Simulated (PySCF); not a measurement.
# C₄H₁₀OSi₂: circular dichroism and optical rotation, excited states, first hyperpolarisability

Aim: compute the circular dichroism and optical rotation, excited states, first hyperpolarisability of C₄H₁₀OSi₂ (`COC([SiH3])=C=C[SiH3]`).

Programs: PySCF 2.14.0, with routines of our own; each step states its level. All values are computed. Atoms count from 0.

### Step 1. The starting structure

17 atoms, charge 0, multiplicity 1; geometry from: GFN2-xTB.

### Step 2. Geometry optimisation at PBE0-D3(BJ)/def2-SVP

Job settings and geometry (Å):

```
{"job": {"xc": "PBE0", "basis": "def2-SVP", "d3": "d3bj", "grid": 2, "kind": "geom"}, "charge": 0, "multiplicity": 1}
C     -1.850943    -1.440188     0.642355
O     -1.999973    -0.078238     0.340681
C     -0.899001     0.520908    -0.241666
Si    -1.235815     2.357094    -0.528963
C      0.206954    -0.084324    -0.568126
C      1.376368    -0.590373    -0.827575
Si     2.791178    -0.649677     0.416263
H     -2.779786    -1.759561     1.111917
H     -1.672716    -2.028242    -0.265591
H     -1.011408    -1.602052     1.328467
H     -0.112897     2.910919    -1.286478
H     -1.364380     3.019869     0.770784
H     -2.490408     2.482148    -1.272212
H      1.566167    -1.013768    -1.808248
H      3.286511    -2.029813     0.476464
H      3.872930     0.232234    -0.032207
H      2.310221    -0.234905     1.734226
```

Started as:

```console
$ OMP_NUM_THREADS=1 python excited_run.py task.json out
```

The driver reads the jobs from task.json and runs them one after another.

Standard output:

```text
step   0  E = -811.69933259  max force = 0.031564
step   1  E = -811.70280378  max force = 0.004019
step   2  E = -811.70289925  max force = 0.001804
step   3  E = -811.70293458  max force = 0.000642
step   4  E = -811.70295043  max force = 0.000558
step   5  E = -811.70297716  max force = 0.000403
step   6  E = -811.70299397  max force = 0.000410
step   7  E = -811.70301059  max force = 0.000476
step   8  E = -811.70301873  max force = 0.000343
optimisation converged
```

Wall time 1.8 min (1 thread of Arm Neoverse V1, shared host); peak memory 0.75 GiB.

Relaxation path:

```csv
step,energy from step 0 (eV),largest force component (eV/Å)
0,0.0000,1.6231
1,-0.0945,0.2067
2,-0.0971,0.0928
3,-0.0980,0.0330
4,-0.0984,0.0287
5,-0.0992,0.0207
6,-0.0996,0.0211
7,-0.1001,0.0245
8,-0.1003,0.0176
```

Distances of close pairs at the start and the end, largest changes first:

```csv
bond,before (Å),after (Å),change (Å)
Si3–H12,1.464,1.494,+0.030
Si6–H15,1.466,1.496,+0.030
Si6–H14,1.468,1.497,+0.029
Si3–H11,1.465,1.494,+0.029
Si6–H16,1.463,1.492,+0.029
Si3–H10,1.463,1.490,+0.027
O1–C2,1.382,1.359,-0.023
C2–C4,1.302,1.321,+0.019
```

The end geometry stands in the next job.

```
                         at the end point                value
  point group (found at 0.08 Å tolerance)                   C1
rotational constants (GHz, main isotopes)  2.216, 0.957, 0.725
                        dipole moment (D)                 1.22
```

### Step 3. Circular dichroism and optical rotation: TDDFT CAM-B3LYP/aug-cc-pVDZ

Job settings and geometry (Å):

```
{"job": {"kind": "ecd", "xc": "CAM-B3LYP", "basis": "aug-cc-pVDZ", "nstates": 12}, "charge": 0, "multiplicity": 1}
C     -1.256419    -1.512474     0.315053
O     -1.406767    -0.144240     0.039911
C     -0.347944     0.466364    -0.555110
Si    -0.604333     2.307245    -0.861761
C      0.780450    -0.115880    -0.920061
C      1.955039    -0.599910    -1.253258
Si     3.398595    -0.613731    -0.055925
H     -2.185144    -1.850432     0.792025
H     -1.085396    -2.089728    -0.611147
H     -0.405511    -1.691532     0.996324
H      0.636557     2.858865    -1.475891
H     -0.889312     2.998116     0.431390
H     -1.765189     2.515727    -1.778538
H      2.096107    -1.008862    -2.265737
H      3.884094    -2.012824     0.160181
H      4.541796     0.181413    -0.602931
H      2.958177    -0.031495     1.245083
```

Level: TDDFT CAM-B3LYP/aug-cc-pVDZ circular dichroism and optical rotation, one conformer, gas phase.

Standard output:

```text
coarse grid: 14880 points
cycle   1  E = -812.3937842460  dE =  6.790e-01  |g| = 4.896e-01  |ddm| = 1.199e+01
cycle   2  E = -812.3848466076  dE =  8.938e-03  |g| = 5.888e-01  |ddm| = 2.309e+00
cycle   3  E = -812.4462458312  dE = -6.140e-02  |g| = 7.758e-02  |ddm| = 9.750e-01
cycle   4  E = -812.4472568283  dE = -1.011e-03  |g| = 3.855e-02  |ddm| = 2.800e-01
cycle   5  E = -812.4476376635  dE = -3.808e-04  |g| = 9.928e-03  |ddm| = 1.194e-01
cycle   6  E = -812.4476631948  dE = -2.553e-05  |g| = 2.685e-03  |ddm| = 3.698e-02
cycle   7  E = -812.4476651290  dE = -1.934e-06  |g| = 6.873e-04  |ddm| = 9.221e-03
final grid: 133616 points
cycle   8  E = -812.4685271507  dE = -1.306e-05  |g| = 2.678e-03  |ddm| = 1.455e-01
cycle   9  E = -812.4685273378  dE = -1.871e-07  |g| = 2.681e-03  |ddm| = 2.158e-02
cycle  10  E = -812.4685290488  dE = -1.711e-06  |g| = 4.964e-04  |ddm| = 7.053e-03
cycle  11  E = -812.4685290995  dE = -5.069e-08  |g| = 1.107e-04  |ddm| = 1.236e-03
cycle  12  E = -812.4685291024  dE = -2.840e-09  |g| = 3.239e-05  |ddm| = 5.929e-04
cycle  13  E = -812.4685291026  dE = -2.494e-10  |g| = 1.446e-05  |ddm| = 1.401e-04
converged SCF energy = -812.4685291026

Singlet excitations and rotatory strengths (1e-40 esu^2 cm^2)
state   eV       nm     f(len)   f(vel)    R(len)    R(vel)   main configurations
  1   4.2258   293.4  0.00077  0.00057    -2.178    -1.865   H->L+1 0.63, H->L 0.29
  2   5.6870   218.0  0.00853  0.00782   -15.010   -14.566   H->L 0.58, H->L+1 0.20
  3   6.1330   202.2  0.17735  0.17298    21.832    21.266   H->L+2 0.27, H->L+5 0.23, H->L+10 0.12
  4   6.4022   193.7  0.03118  0.03000     0.212     0.211   H->L+3 0.42, H->L+4 0.27
  5   6.4415   192.5  0.02632  0.02591    21.790    21.170   H->L+4 0.33, H->L+3 0.21
  6   6.4720   191.6  0.02417  0.02353   -38.878   -38.190   H-1->L+5 0.18, H-1->L+10 0.17, H-1->L+9 0.11
  7   6.5487   189.3  0.25899  0.25313    35.247    35.503   H->L+5 0.38, H->L+4 0.15, H-1->L 0.11
  8   6.6354   186.9  0.43755  0.43058    91.076    91.171   H->L+2 0.28, H-1->L+1 0.23, H-1->L 0.20
  9   6.7741   183.0  0.04214  0.04093   -24.337   -23.886   H->L+7 0.48, H->L+3 0.15
 10   6.8275   181.6  0.02151  0.02163   -36.552   -37.185   H->L+8 0.65
 11   6.9023   179.6  0.04973  0.04847   -37.041   -36.904   H-1->L 0.30, H-1->L+1 0.24, H-1->L+5 0.14
 12   6.9406   178.6  0.01917  0.01925     4.542     4.603   H->L+6 0.60

Specific rotation (deg / (dm g/mL))
    nm     length   length(OI)   velocity    alpha(len)  alpha(vel)
  633.0     -33.45     -34.78     -25.85      121.726    120.956
  589.3     -39.56     -41.13     -30.43      122.471    121.694
  546.0     -47.70     -49.57     -36.50      123.415    122.628
  436.0     -91.25     -94.45     -68.88      127.465    126.636
  405.0    -120.39    -124.24     -90.91      129.392    128.542
  365.0    -201.67    -206.74    -154.29      132.888    131.996
  355.0    -241.26    -246.72    -185.93      134.022    133.115
```

It took 2.8 min on 1 thread of Arm Neoverse V1, shared host; peak memory 1.2 GiB.

### Step 4. Excited states: TDA wB97X-D/def2-TZVP

Settings changed since step 3:

```diff
@@ -1,2 +1,2 @@
-{"job": {"kind": "ecd", "xc": "CAM-B3LYP", "basis": "aug-cc-pVDZ", "nstates": 12}, "charge": 0, "multiplicity": 1}
+{"job": {"kind": "states", "xc": "wB97X-D", "basis": "def2-TZVP", "tda": true, "soc": true, "nstates": 6, "ntriplets": 5, "nquad": 4}, "charge": 0, "multiplicity": 1}
 C     -1.256419    -1.512474     0.315053
```

Level: TDA wB97X-D/def2-TZVP excited states, vertical, gas phase, spin-orbit mean-field couplings.

Standard output:

```text
coarse grid: 14880 points
cycle   1  E = -812.5296252814  dE =  6.246e-01  |g| = 5.392e-01  |ddm| = 3.165e+00
cycle   2  E = -812.5327331060  dE = -3.108e-03  |g| = 5.905e-01  |ddm| = 9.949e-01
cycle   3  E = -812.5885655027  dE = -5.583e-02  |g| = 7.848e-02  |ddm| = 5.027e-01
cycle   4  E = -812.5896950410  dE = -1.130e-03  |g| = 3.599e-02  |ddm| = 9.439e-02
cycle   5  E = -812.5900045195  dE = -3.095e-04  |g| = 1.036e-02  |ddm| = 4.365e-02
cycle   6  E = -812.5900333057  dE = -2.879e-05  |g| = 2.557e-03  |ddm| = 1.436e-02
cycle   7  E = -812.5900352660  dE = -1.960e-06  |g| = 8.554e-04  |ddm| = 4.792e-03
final grid: 133616 points
cycle   8  E = -812.5840811247  dE = -1.441e-04  |g| = 6.687e-03  |ddm| = 1.187e-01
cycle   9  E = -812.5840836130  dE = -2.488e-06  |g| = 5.237e-03  |ddm| = 1.368e-02
cycle  10  E = -812.5840876343  dE = -4.021e-06  |g| = 1.388e-03  |ddm| = 3.197e-03
cycle  11  E = -812.5840879631  dE = -3.288e-07  |g| = 3.706e-04  |ddm| = 1.623e-03
cycle  12  E = -812.5840879955  dE = -3.240e-08  |g| = 1.294e-04  |ddm| = 6.883e-04
cycle  13  E = -812.5840880003  dE = -4.761e-09  |g| = 3.891e-05  |ddm| = 2.433e-04
cycle  14  E = -812.5840880009  dE = -5.764e-10  |g| = 1.620e-05  |ddm| = 1.176e-04
converged SCF energy = -812.5840880009

Singlet excitations
state   eV       nm        f     d(h-e)  d(exc)  Lambda  PR(NTO)  |dmu|/D   mu/D   main configurations
  1   4.2496   291.8   0.00114   0.801   2.800   0.562   1.008    2.052    2.249   H->L 0.97
  2   6.4208   193.1   0.15597   0.518   3.146   0.745   1.514    1.637    2.710   H->L+1 0.77, H-1->L 0.14
  3   6.5399   189.6   0.00653   0.808   2.880   0.539   1.060    2.018    2.990   H-1->L+1 0.88
  4   6.6010   187.8   0.02910   0.702   3.574   0.477   1.262    1.935    2.843   H->L+2 0.80
  5   6.9451   178.5   1.08768   0.406   3.082   0.709   1.946                     H-1->L 0.63, H->L+1 0.12
  6   7.2636   170.7   0.00320   0.981   3.747   0.350   1.062                     H->L+3 0.58, H->L+4 0.26

Triplet excitations (Tamm-Dancoff)
state   eV     d(h-e)  d(exc)  Lambda  PR(NTO)   main configurations
  1   3.8660   0.786   2.765   0.560   1.008   H->L 0.96
  2   4.2172   0.170   2.472   0.731   1.717   H->L+1 0.60, H-1->L 0.25
  3   4.4202   0.121   2.458   0.756   1.712   H-1->L 0.63, H->L+1 0.25
  4   6.1706   0.752   2.823   0.537   1.019   H-1->L+1 0.90
  5   6.5374   0.865   3.633   0.456   1.035   H->L+2 0.88
S1 - T1 = 0.3836 eV

Spin-orbit couplings |<S|Hso|T>| (cm-1)
             T1       T2       T3       T4       T5
S0        9.954    2.067    3.459    5.859    4.530
S1        0.162    5.458    1.025    0.205    3.629
S2        4.248    0.910    0.624    6.094    5.260
S3        1.149    4.566    1.683    0.337    0.994
S4        4.786    3.429    2.078    0.838    0.641
S5        6.471    0.912    0.822    2.970    3.084
S6        1.324    5.108    3.686    0.455    1.292
T1 sublevels (cm-1): 0.000 0.002 0.008   radiative rates (1/s): 12.9 0.403 9.74
```

Run time: 82 s. Hardware: 1 thread of Arm Neoverse V1, shared host; peak memory 1.1 GiB.

Key values:

```
  quantity    value
S1 less T1  0.38 eV
```

### Step 5. Excited states: TDDFT CAM-B3LYP/aug-cc-pVDZ

Settings changed since step 4:

```diff
@@ -1,2 +1,2 @@
-{"job": {"kind": "states", "xc": "wB97X-D", "basis": "def2-TZVP", "tda": true, "soc": true, "nstates": 6, "ntriplets": 5, "nquad": 4}, "charge": 0, "multiplicity": 1}
+{"job": {"kind": "states", "xc": "CAM-B3LYP", "basis": "aug-cc-pVDZ", "tpa": true, "nstates": 8, "nquad": 6, "ntriplets": 0}, "charge": 0, "multiplicity": 1}
 C     -1.256419    -1.512474     0.315053
```

With the program's defaults for keys left out, this is: TDDFT CAM-B3LYP/aug-cc-pVDZ excited states, vertical, gas phase, two-photon moments by quadratic response.

Standard output:

```text
coarse grid: 14880 points
cycle   1  E = -812.3937842460  dE =  6.790e-01  |g| = 4.896e-01  |ddm| = 1.199e+01
cycle   2  E = -812.3848466076  dE =  8.938e-03  |g| = 5.888e-01  |ddm| = 2.309e+00
cycle   3  E = -812.4462458312  dE = -6.140e-02  |g| = 7.758e-02  |ddm| = 9.750e-01
cycle   4  E = -812.4472568283  dE = -1.011e-03  |g| = 3.855e-02  |ddm| = 2.800e-01
cycle   5  E = -812.4476376635  dE = -3.808e-04  |g| = 9.928e-03  |ddm| = 1.194e-01
cycle   6  E = -812.4476631948  dE = -2.553e-05  |g| = 2.685e-03  |ddm| = 3.698e-02
cycle   7  E = -812.4476651290  dE = -1.934e-06  |g| = 6.873e-04  |ddm| = 9.221e-03
final grid: 133616 points
cycle   8  E = -812.4685271507  dE = -1.306e-05  |g| = 2.678e-03  |ddm| = 1.455e-01
cycle   9  E = -812.4685273378  dE = -1.871e-07  |g| = 2.681e-03  |ddm| = 2.158e-02
cycle  10  E = -812.4685290488  dE = -1.711e-06  |g| = 4.964e-04  |ddm| = 7.053e-03
cycle  11  E = -812.4685290995  dE = -5.069e-08  |g| = 1.107e-04  |ddm| = 1.236e-03
cycle  12  E = -812.4685291024  dE = -2.840e-09  |g| = 3.239e-05  |ddm| = 5.929e-04
cycle  13  E = -812.4685291026  dE = -2.494e-10  |g| = 1.446e-05  |ddm| = 1.401e-04
converged SCF energy = -812.4685291026

Singlet excitations
state   eV       nm        f     d(h-e)  d(exc)  Lambda  PR(NTO)  |dmu|/D   mu/D   delta(TPA)   sigma/GM   main configurations
  1   4.2259   293.4   0.00077   0.782   2.875   0.439   1.017    2.018    2.084        0.14      0.001   H->L+1 0.63, H->L 0.29
  2   5.6871   218.0   0.00853   0.797   4.269   0.391   1.018    3.421    2.539       38.13      0.452   H->L 0.58, H->L+1 0.20
  3   6.1332   202.2   0.17735   0.623   3.687   0.378   1.356    1.907    2.369      106.24      1.464   H->L+2 0.27, H->L+5 0.23, H->L+10 0.12
  4   6.4023   193.7   0.03103   1.129   4.750   0.258   1.258    4.542    3.615      122.24      1.836   H->L+3 0.43, H->L+4 0.26
  5   6.4415   192.5   0.02628   0.561   4.611   0.263   1.477    2.300    3.442       80.14      1.218   H->L+4 0.33, H->L+3 0.21
  6   6.4721   191.6   0.02415   0.490   3.390   0.338   1.364    1.108    2.032        5.50      0.084   H-1->L+5 0.18, H-1->L+10 0.17, H-1->L+9 0.11
  7   6.5488   189.3   0.25848   0.376   4.443   0.374   1.575                                            H->L+5 0.38, H->L+4 0.15, H-1->L 0.11
  8   6.6356   186.8   0.43817   0.901   4.611   0.416   2.121                                            H->L+2 0.28, H-1->L+1 0.23, H-1->L 0.20
```

Wall time 95 s (1 thread of Arm Neoverse V1, shared host); peak memory 1.1 GiB.

### Step 6. First hyperpolarisability: quadratic response CAM-B3LYP/aug-cc-pVDZ

Settings changed since step 5:

```diff
@@ -1,2 +1,2 @@
-{"job": {"kind": "states", "xc": "CAM-B3LYP", "basis": "aug-cc-pVDZ", "tpa": true, "nstates": 8, "nquad": 6, "ntriplets": 0}, "charge": 0, "multiplicity": 1}
+{"job": {"kind": "beta", "xc": "CAM-B3LYP", "basis": "aug-cc-pVDZ"}, "charge": 0, "multiplicity": 1}
 C     -1.256419    -1.512474     0.315053
```

With the program's defaults for keys left out, this is: quadratic response CAM-B3LYP/aug-cc-pVDZ first hyperpolarisability, Taylor convention, gas phase.

Standard output:

```text
coarse grid: 14880 points
cycle   1  E = -812.3937842460  dE =  6.790e-01  |g| = 4.896e-01  |ddm| = 1.199e+01
cycle   2  E = -812.3848466076  dE =  8.938e-03  |g| = 5.888e-01  |ddm| = 2.309e+00
cycle   3  E = -812.4462458312  dE = -6.140e-02  |g| = 7.758e-02  |ddm| = 9.750e-01
cycle   4  E = -812.4472568283  dE = -1.011e-03  |g| = 3.855e-02  |ddm| = 2.800e-01
cycle   5  E = -812.4476376635  dE = -3.808e-04  |g| = 9.928e-03  |ddm| = 1.194e-01
cycle   6  E = -812.4476631948  dE = -2.553e-05  |g| = 2.685e-03  |ddm| = 3.698e-02
cycle   7  E = -812.4476651290  dE = -1.934e-06  |g| = 6.873e-04  |ddm| = 9.221e-03
final grid: 133616 points
cycle   8  E = -812.4685271507  dE = -1.306e-05  |g| = 2.678e-03  |ddm| = 1.455e-01
cycle   9  E = -812.4685273378  dE = -1.871e-07  |g| = 2.681e-03  |ddm| = 2.158e-02
cycle  10  E = -812.4685290488  dE = -1.711e-06  |g| = 4.964e-04  |ddm| = 7.053e-03
cycle  11  E = -812.4685290995  dE = -5.069e-08  |g| = 1.107e-04  |ddm| = 1.236e-03
cycle  12  E = -812.4685291024  dE = -2.840e-09  |g| = 3.239e-05  |ddm| = 5.929e-04
cycle  13  E = -812.4685291026  dE = -2.494e-10  |g| = 1.446e-05  |ddm| = 1.401e-04
converged SCF energy = -812.4685291026

Lowest singlets (eV, f): 4.2259 0.0008  5.6871 0.0085  6.1332 0.1774

First hyperpolarisability (au)
process     nm      |vector|   parallel      HRS      DR
static         -      283.20      31.47     114.04   5.522
shg       1907.0      298.58      32.45     120.45   5.518
eope      1907.0      288.18       31.8          -       -
shg       1064.0      338.12      34.63     136.99   5.497
eope      1064.0      299.72      32.52          -       -
```

Run time: 71 s. Hardware: 1 thread of Arm Neoverse V1, shared host; peak memory 1.1 GiB.

### Step 7. Circular dichroism and optical rotation: TDDFT CAM-B3LYP/aug-cc-pVDZ in acetonitrile

Settings changed since step 6:

```diff
@@ -1,2 +1,2 @@
-{"job": {"kind": "beta", "xc": "CAM-B3LYP", "basis": "aug-cc-pVDZ"}, "charge": 0, "multiplicity": 1}
+{"job": {"kind": "ecd", "xc": "CAM-B3LYP", "basis": "aug-cc-pVDZ", "nstates": 12, "solvent": "acetonitrile"}, "charge": 0, "multiplicity": 1}
 C     -1.256419    -1.512474     0.315053
```

With the program's defaults for keys left out, this is: TDDFT CAM-B3LYP/aug-cc-pVDZ circular dichroism and optical rotation, one conformer, IEF-PCM acetonitrile (non-equilibrium linear response, no local-field factor).

Standard output:

```text
coarse grid: 14880 points
cycle   1  E = -812.3996377365  dE =  6.736e-01  |g| = 4.800e-01  |ddm| = 1.203e+01
cycle   2  E = -812.3955374103  dE =  4.100e-03  |g| = 5.577e-01  |ddm| = 2.403e+00
cycle   3  E = -812.4500257289  dE = -5.449e-02  |g| = 6.828e-02  |ddm| = 1.012e+00
cycle   4  E = -812.4508725994  dE = -8.469e-04  |g| = 3.081e-02  |ddm| = 2.565e-01
cycle   5  E = -812.4511141492  dE = -2.415e-04  |g| = 8.787e-03  |ddm| = 1.102e-01
cycle   6  E = -812.4511341491  dE = -2.000e-05  |g| = 2.216e-03  |ddm| = 3.244e-02
cycle   7  E = -812.4511354516  dE = -1.302e-06  |g| = 4.607e-04  |ddm| = 7.775e-03
final grid: 133616 points
cycle   8  E = -812.4719771110  dE = -1.331e-05  |g| = 2.535e-03  |ddm| = 1.450e-01
cycle   9  E = -812.4719775638  dE = -4.528e-07  |g| = 2.325e-03  |ddm| = 2.088e-02
cycle  10  E = -812.4719787936  dE = -1.230e-06  |g| = 4.493e-04  |ddm| = 6.409e-03
cycle  11  E = -812.4719788315  dE = -3.785e-08  |g| = 1.073e-04  |ddm| = 1.180e-03
cycle  12  E = -812.4719788343  dE = -2.846e-09  |g| = 1.995e-05  |ddm| = 6.250e-04
cycle  13  E = -812.4719788345  dE = -1.373e-10  |g| = 6.925e-06  |ddm| = 1.236e-04
converged SCF energy = -812.4719788345

Singlet excitations and rotatory strengths (1e-40 esu^2 cm^2)
state   eV       nm     f(len)   f(vel)    R(len)    R(vel)   main configurations
  1   4.2536   291.5  0.00107  0.00083    -2.777    -2.437   H->L 0.69, H->L+1 0.22
  2   5.7276   216.5  0.00932  0.00852   -16.324   -15.927   H->L+1 0.49, H->L 0.23
  3   6.1057   203.1  0.39593  0.38721    27.800    27.222   H->L+5 0.30, H->L+2 0.22, H->L+9 0.21
  4   6.4045   193.6  0.45818  0.44723    14.175    14.708   H-1->L 0.50, H->L+4 0.13, H-1->L+1 0.13
  5   6.4529   192.1  0.00591  0.00604   -29.792   -29.526   H-1->L+5 0.19, H-1->L+9 0.19, H-1->L+2 0.10
  6   6.4994   190.8  0.16780  0.16507    61.987    61.652   H->L+4 0.27, H->L+3 0.15, H-1->L 0.11
  7   6.5340   189.8  0.04811  0.04789     7.968     7.944   H->L+3 0.41, H->L+4 0.33
  8   6.6059   187.7  0.16361  0.16202    29.896    29.935   H->L+2 0.29, H->L+5 0.28, H->L+3 0.12
  9   6.7793   182.9  0.01731  0.01661   -18.655   -18.349   H->L+6 0.29, H->L+7 0.28, H->L+1 0.11
 10   6.8930   179.9  0.01812  0.01838   -34.010   -34.585   H->L+8 0.32, H->L+9 0.28, H->L+10 0.15
 11   6.9251   179.0  0.01622  0.01611    12.557    12.262   H->L+11 0.24, H->L+6 0.22, H->L+7 0.18
 12   6.9416   178.6  0.04880  0.04767   -48.899   -48.603   H-1->L+1 0.42, H-1->L+5 0.10, H-1->L 0.09

Specific rotation (deg / (dm g/mL))
    nm     length   length(OI)   velocity    alpha(len)  alpha(vel)
  633.0     -37.22     -38.89     -30.05      135.047    134.168
  589.3     -44.06     -46.03     -35.44      135.966    135.078
  546.0     -53.20     -55.54     -42.58      137.132    136.233
  436.0    -102.21    -106.25     -80.81      142.170    141.217
  405.0    -135.05    -139.95    -106.74      144.585    143.605
  365.0    -226.60    -233.09    -180.87      149.000    147.965
  355.0    -271.05    -278.07    -217.61      150.440    149.387
```

Run time: 2.8 min. Hardware: 1 thread of Arm Neoverse V1, shared host; peak memory 1.2 GiB.

### Step 8. Results

| quantity | value |
| --- | --- |
| point group | C1 |
| rotational constants (main isotopes) | 2.22, 0.96, 0.72 GHz |
| state of largest rotatory strength (velocity form) among 12 (step 3, TDDFT CAM-B3LYP/aug-cc-pVDZ) | 6.64 eV, R = +91.2 (velocity), +91.1 (length) ·10⁻⁴⁰ esu² cm² |
| specific rotation at 633.0 nm (step 3, TDDFT CAM-B3LYP/aug-cc-pVDZ) | -25.9 (velocity), -33.5 (length) |
| S1 less T1 (step 4, TDA wB97X-D/def2-TZVP) | 0.38 eV |
| β vector (step 6, quadratic response CAM-B3LYP/aug-cc-pVDZ) | static 283, SHG 1907.0 nm 299, SHG 1064.0 nm 338 au |
| state of largest rotatory strength (velocity form) among 12 (step 7, TDDFT CAM-B3LYP/aug-cc-pVDZ in acetonitrile) | 6.50 eV, R = +61.7 (velocity), +62.0 (length) ·10⁻⁴⁰ esu² cm² |
| specific rotation at 633.0 nm (step 7, TDDFT CAM-B3LYP/aug-cc-pVDZ in acetonitrile) | -30.1 (velocity), -37.2 (length) |

Over 8 steps the energy fell by 0.100 eV; of the close pairs, Si3–H12 changed most, 1.464 to 1.494 Å. Rotations belong to one conformer and to the handedness of the start. The length form depends on the origin in a finite basis. In step 4, the number of triplets below S1 is 2, and the largest singlet-triplet spin-orbit coupling is S0–T1, 9.95 cm⁻¹. β grows from 283 au (static) to 338 au for doubling at 1064.0 nm: normal dispersion, which grows as twice the photon energy moves toward the bright states.
